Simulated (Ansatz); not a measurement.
**CH5FNNbS: basis-set convergence**

One table from this session's results is given with a row withheld; the runs are named, their logs left out.

Program: Ansatz 0.2.0, Gaussian basis. Level of theory: one geometry, several basis sets. These are calculated values, not measurements.

Plan: PBE0-D4/def2-SVP; ωB97M-V/def2-SVP; PBE0-D4/def2-QZVPP; ωB97M-V/def2-QZVPP; the functionals' def2-TZVPP values are taken from earlier runs.

## The relaxed structure

An earlier PBE0-D4 in a triple-zeta def2 set relaxation fixed the geometry. Nb takes the def2 core potential; no spin-orbit term is included.

10 atoms, charge 0, spin multiplicity 1.

Atoms are counted from 1 here; the program's logs count them from 0.

Bond lengths: C1–Nb2 2.139 Å, C1–H6 1.092 Å, C1–H7 1.096 Å, C1–H8 1.095 Å, Nb2–N3 1.945 Å, Nb2–F4 1.870 Å, Nb2–S5 2.139 Å, N3–H9 1.010 Å, N3–H10 1.013 Å. Angles: Nb2–C1–H6 112.2°, Nb2–C1–H7 109.4°, Nb2–C1–H8 109.0°, H6–C1–H7 109.0°, H6–C1–H8 108.4°, H7–C1–H8 108.9°, C1–Nb2–N3 105.4°, C1–Nb2–F4 107.2°, C1–Nb2–S5 105.2°, N3–Nb2–F4 115.2°, N3–Nb2–S5 107.5°, F4–Nb2–S5 115.4°, Nb2–N3–H9 126.4°, Nb2–N3–H10 122.8°, H9–N3–H10 110.5°.

The first run:

The input, in.yaml:

```yaml
crystal:
  periodic: [false, false, false]
  atoms:
    - {symbol: C, position_ang: [-1.355047, -0.746843, -0.080246]}
    - {symbol: Nb, position_ang: [0.309408, 0.502364, -0.575940]}
    - {symbol: N, position_ang: [1.588711, 0.255216, 0.867718]}
    - {symbol: F, position_ang: [0.909226, -0.019183, -2.268798]}
    - {symbol: S, position_ang: [-0.430674, 2.504637, -0.442169]}
    - {symbol: H, position_ang: [-1.795056, -0.484799, 0.884094]}
    - {symbol: H, position_ang: [-1.028102, -1.793026, -0.050542]}
    - {symbol: H, position_ang: [-2.124457, -0.637745, -0.852301]}
    - {symbol: H, position_ang: [1.823693, 0.928317, 1.582642]}
    - {symbol: H, position_ang: [2.185398, -0.559938, 0.938441]}
basis:
  gaussian: {orbitals: def2-SVP}
hamiltonian: {xc: pbe0, dispersion: d4}
output: {orbitals: {seedname: orbitals}}
```

Started as:

```console
> ansatz run in.yaml --threads 4 --pin off --events-out ev --progress --plain --max-ram 10444MiB
```

Steps of the session up to this table: PBE0-D4 in def2-SVP; ωB97M-V in def2-SVP; PBE0-D4 in def2-QZVPP; ωB97M-V in def2-QZVPP.

One of the session's tables, all rows but one given; the rest of the session is left out.

It belongs to the step «Functionals by basis». 

| functional | basis | HOMO (eV) | LUMO (eV) |
| --- | --- | --- | --- |
| PBE0-D4 | def2-SVP | -7.59 | -2.00 |
| PBE0-D4 | def2-TZVPP | -7.61 | -2.07 |
| PBE0-D4 | def2-QZVPP | ? | ? |
| ωB97M-V | def2-SVP | -9.69 | 0.14 |
| ωB97M-V | def2-TZVPP | -9.75 | 0.04 |
| ωB97M-V | def2-QZVPP | -9.78 | -0.01 |

**Question.** Estimate the row for PBE0-D4, def2-QZVPP.

As computed: HOMO (eV): -7.63; LUMO (eV): -2.08. In the column «HOMO (eV)» it lies between ωB97M-V, def2-SVP (-9.69) and PBE0-D4, def2-TZVPP (-7.61).
